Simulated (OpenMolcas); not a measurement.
**SiH2OF2 (SMILES O[SiH](F)F) at UB3LYP/ANO-RCC-VDZP (DKH2, scramble 0.25)**

Wanted: an energy scan of SiH2OF2. 

The calculation is run with OpenMolcas 26.06.

3 further runs of the same task are left out: 3 set aside as unsound or not needed. Runs told in other sessions of the task aren't counted.

### 1 The system as given

SiH2OF2 has 6 atoms, charge 0, and is taken as a singlet. SMILES: `O[SiH](F)F`. The coordinates come from a PBE0-D4/def2-TZVP relaxation. This is one conformer, not always the lowest.

Bond lengths: O1–Si2 1.614 Å, Si2–F3 1.584 Å, Si2–F4 1.584 Å, O1–H5 0.958 Å, Si2–H6 1.463 Å. Angles: O1–Si2–F3 111.2°, O1–Si2–F4 111.2°, F3–Si2–F4 105.5°, O1–Si2–H6 108.6°, F3–Si2–H6 110.2°, F4–Si2–H6 110.2°, Si2–O1–H5 120.9°.

### 2 An energy scan at UB3LYP/ANO-RCC-VDZP (DKH2, scramble 0.25)

point1.xyz reads:

```xyz
6
R = 4.388
O     -1.637877     0.673051    -2.916050
Si    -1.544177    -0.701049    -2.074450
F     -0.933777    -1.869949    -2.952050
F     -2.981077    -1.204549    -1.637550
H     -2.142977     0.718151    -3.729150
H      0.954100    -0.003800     1.464900
```

calc.inp reads:

```
>>> EXPORT MOLCAS_PRINT=2
&GATEWAY
Coord=point1.xyz
Basis=ANO-RCC-VDZP
Group=NoSym
&SEWARD
&SCF
UHF
KSDFT=B3LYP
Scramble=0.25
PrOrbitals=0
>>> ForEach K in (1, 2, 3, 4, 5, 6, 7, 8, 9)
&GATEWAY
Coord=$CurrDir/point$K.xyz
Basis=ANO-RCC-VDZP
Group=NoSym
&SEWARD
&SCF
UHF
KSDFT=B3LYP
PrOrbitals=0
FileOrb=$Project.UhfOrb
>>> EndDo
```

The run is started by

```bash
$ export MOLCAS_MEM=1860
$ pymolcas calc.inp > calc.log
```

The program printed:

```text
--- Start Module: gateway ---
[...]
--- Stop Module: gateway /rc=_RC_ALL_IS_WELL_ ---
[...]
      Basis functions           70
[...]
       Convergence after  22 Iterations
[...]
::    Total KS-DFT energy                            -566.5994326361
[...]
       Convergence after   3 Iterations
[...]
::    Total KS-DFT energy                            -566.5994326361
[...]
--- Start Module: seward ---
[...]
--- Stop Module: seward /rc=_RC_ALL_IS_WELL_ ---
[...]
--- Start Module: scf ---
[...]
       Convergence after   9 Iterations
[...]
::    Total KS-DFT energy                            -566.7528579846
[...]
      Total spin, S                                    -0.0000000000
[...]
      Total electronic charge=   42.000000
      Total            charge=   -0.000000
[...]
      Dipole Moment (debye):
      Origin of the operator (angstrom)=    0.0018   -0.3100    0.1363
                   X= -4.8593E-03               Y=  1.0515E+00               Z= -5.4600E-01           Total=  1.1848E+00
      Quadrupole Moment (debye*angstrom):
[...]
--- Stop Module: scf /rc=_RC_ALL_IS_WELL_ ---
[...]
```

It took 3.3 min on 1 thread of Intel Xeon Platinum 8259CL at 2.50GHz (Skylake/Cascade Lake), shared host; peak memory 0.44 GiB.

The scan, from its lowest point:

```
H6–Si2 (Å)  energy (kJ/mol)
     4.388            430.0
     3.510            421.4
     2.925            388.7
     2.486            304.9
     2.121            183.7
     1.828             79.0
     1.609             16.4
     1.463              0.0
     1.316             27.2
```

### 3 What came out

Level: UB3LYP/ANO-RCC-VDZP (DKH2, scramble 0.25).

| quantity | value |
| --- | --- |
| lowest energy of the scan | -566.76322 Eh |
